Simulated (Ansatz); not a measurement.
# C8H14ClNOTi: a ladder of functionals and wavefunction methods

The task here is to estimate one member of a computed series from the others.

The runs use Ansatz 0.2.0, Gaussian basis; functionals in def2-TZVPP, the program's frozen cores in correlated methods.

The runs, in order: LDA (SPW92), PBE-D4, revPBE-D4, BLYP-D4, r2SCAN-D4, B97M-V, PBE0-D4, B3LYP-D4, r2SCANh-D4, r2SCAN0-D4, HSE06-D4, BHLYP-D4, CAM-B3LYP-D4, LC-ωPBE, ωB97X-V, ωB97M-V, B2PLYP, PBE-QIDH; CCSD(T)/def2-SVP; CCSD(T)/def2-TZVPP; MP2/def2-QZVPP; extrapolation to the limit; RPA on PBE.

## Structure used throughout

All runs share one geometry, relaxed beforehand with PBE0-D4 in a triple-zeta def2 set.

SMILES `C[O][Ti]1234([Cl])([N](C)C)[C@H]5[C@@H]1[C@@H]2[C@@H]3[C@H]54`, 26 atoms, charge 0, spin multiplicity 1.

Atoms are counted from 1 here; the program's logs count them from 0.

Bond lengths: C1–O2 1.386 Å, C1–H13 1.095 Å, C1–H14 1.095 Å, C1–H15 1.097 Å, O2–Ti3 1.773 Å, Ti3–Cl4 2.282 Å, Ti3–N5 1.883 Å, Ti3–C8 2.412 Å, Ti3–C9 2.373 Å, Ti3–C10 2.361 Å, Ti3–C11 2.366 Å, Ti3–C12 2.419 Å, N5–C6 1.440 Å, N5–C7 1.439 Å, C6–H16 1.099 Å, C6–H17 1.089 Å, C6–H18 1.101 Å, C7–H19 1.098 Å and more. Angles: O2–C1–H13 109.9°, O2–C1–H14 110.3°, O2–C1–H15 111.2°, H13–C1–H14 108.4°, H13–C1–H15 108.3°, H14–C1–H15 108.6°, C1–O2–Ti3 152.8°, O2–Ti3–Cl4 106.2°, O2–Ti3–N5 101.8°, O2–Ti3–C8 116.8°, O2–Ti3–C9 144.0°, O2–Ti3–C10 122.1°, O2–Ti3–C11 90.0°, O2–Ti3–C12 87.9°, Cl4–Ti3–N5 101.9°, Cl4–Ti3–C8 84.5°, Cl4–Ti3–C9 93.6°, Cl4–Ti3–C10 127.5° and more.

As a file:

```xyz
26

C     2.6040    1.2551    1.1418
O     1.2499    1.0111    0.9752
Ti   -0.1349   -0.0518    0.6630
Cl   -1.3642   -0.0761    2.5849
N    -1.1969    1.0196   -0.4639
C    -0.7856    2.2550   -1.0783
C    -2.5052    0.6018   -0.8924
C     0.1752   -2.4032    1.1042
C    -0.7646   -2.2581    0.0566
C    -0.1050   -1.6819   -1.0453
C     1.2346   -1.4464   -0.6702
C     1.4084   -1.9146    0.6525
H     2.8695    2.2154    0.6868
H     2.8533    1.2977    2.2071
H     3.2100    0.4709    0.6715
H    -1.5085    3.0537   -0.8615
H     0.1880    2.5659   -0.7023
H    -0.7234    2.1597   -2.1732
H    -3.2495    1.3758   -0.6611
H    -2.5431    0.4174   -1.9773
H    -2.8188   -0.3071   -0.3764
H    -0.0395   -2.7750    2.0935
H    -1.8090   -2.5272    0.1096
H    -0.5507   -1.4291   -1.9951
H     1.9900   -0.9779   -1.2843
H     2.3159   -1.8507    1.2345
```

The first run:

The input, in.yaml:

```yaml
crystal:
  periodic: [false, false, false]
  atoms:
    - {symbol: C, position_ang: [2.604000, 1.255068, 1.141843]}
    - {symbol: O, position_ang: [1.249921, 1.011150, 0.975193]}
    - {symbol: Ti, position_ang: [-0.134885, -0.051830, 0.662962]}
    - {symbol: Cl, position_ang: [-1.364167, -0.076140, 2.584916]}
    - {symbol: N, position_ang: [-1.196893, 1.019630, -0.463897]}
    - {symbol: C, position_ang: [-0.785642, 2.254999, -1.078284]}
    - {symbol: C, position_ang: [-2.505232, 0.601756, -0.892397]}
    - {symbol: C, position_ang: [0.175237, -2.403184, 1.104235]}
    - {symbol: C, position_ang: [-0.764594, -2.258114, 0.056556]}
    - {symbol: C, position_ang: [-0.104958, -1.681918, -1.045302]}
    - {symbol: C, position_ang: [1.234605, -1.446370, -0.670199]}
    - {symbol: C, position_ang: [1.408367, -1.914576, 0.652524]}
    - {symbol: H, position_ang: [2.869522, 2.215360, 0.686820]}
    - {symbol: H, position_ang: [2.853288, 1.297655, 2.207069]}
    - {symbol: H, position_ang: [3.210015, 0.470935, 0.671533]}
    - {symbol: H, position_ang: [-1.508457, 3.053735, -0.861537]}
    - {symbol: H, position_ang: [0.187994, 2.565900, -0.702322]}
    - {symbol: H, position_ang: [-0.723445, 2.159683, -2.173170]}
    - {symbol: H, position_ang: [-3.249490, 1.375758, -0.661054]}
    - {symbol: H, position_ang: [-2.543104, 0.417393, -1.977275]}
    - {symbol: H, position_ang: [-2.818847, -0.307091, -0.376415]}
    - {symbol: H, position_ang: [-0.039507, -2.775013, 2.093499]}
    - {symbol: H, position_ang: [-1.808965, -2.527151, 0.109626]}
    - {symbol: H, position_ang: [-0.550666, -1.429074, -1.995116]}
    - {symbol: H, position_ang: [1.989951, -0.977874, -1.284310]}
    - {symbol: H, position_ang: [2.315942, -1.850669, 1.234492]}
basis:
  gaussian: {orbitals: def2-TZVPP}
hamiltonian: {xc: lda}
output: {orbitals: {seedname: orbitals}}
```

The run is started by

```
ansatz run in.yaml --threads 11 --pin off --events-out ev --progress --plain --max-ram 110592MiB --backend cuda --devices 0, --max-vram 75GiB
```

Among the steps run: LDA; PBE-D4 (GGA); revPBE-D4 (GGA); BLYP-D4 (GGA); r2SCAN-D4 (meta-GGA); B97M-V (meta-GGA); PBE0-D4 (hybrid); B3LYP-D4 (hybrid); r2SCANh-D4 (hybrid); r2SCAN0-D4 (hybrid); HSE06-D4 (hybrid); BHLYP-D4 (hybrid); CAM-B3LYP-D4 (range-separated); LC-ωPBE (range-separated); ωB97X-V (range-separated); ωB97M-V (range-separated); B2PLYP (double hybrid); PBE-QIDH (double hybrid).

One table of the session follows, with a row left open; its other results are not shown here.

It belongs to the step «Frontier levels by functional». 

| functional | HOMO (eV) | gap (eV) |
| --- | --- | --- |
| LDA (SPW92) | -5.21 | 2.71 |
| PBE-D4 | -5.06 | 2.80 |
| revPBE-D4 | -5.00 | 2.83 |
| BLYP-D4 | -4.94 | 2.78 |
| r2SCAN-D4 | -5.26 | 3.08 |
| B97M-V | -5.36 | 3.15 |
| PBE0-D4 | -6.19 | 4.90 |
| B3LYP-D4 | -6.00 | 4.45 |
| r2SCANh-D4 | -5.69 | 3.88 |
| r2SCAN0-D4 | -6.33 | 5.10 |
| HSE06-D4 | -5.80 | 4.13 |
| BHLYP-D4 | ? | ? |
| CAM-B3LYP-D4 | -7.46 | 7.24 |
| LC-ωPBE | -8.72 | 9.60 |
| ωB97X-V | -8.40 | 9.25 |
| ωB97M-V | -8.32 | 9.12 |

Q: Estimate the row for BHLYP-D4 from the others.

Worked estimate for «HOMO (eV)». Against the share of exact exchange, BLYP-D4 (0, -4.94), B3LYP-D4 (0.2, -6.00) give a slope of -5.30 per unit share; at 0.5 the line stands at -7.59.

As computed: HOMO (eV): -7.21; gap (eV): 7.04. In «HOMO (eV)» the line misses by -0.38.
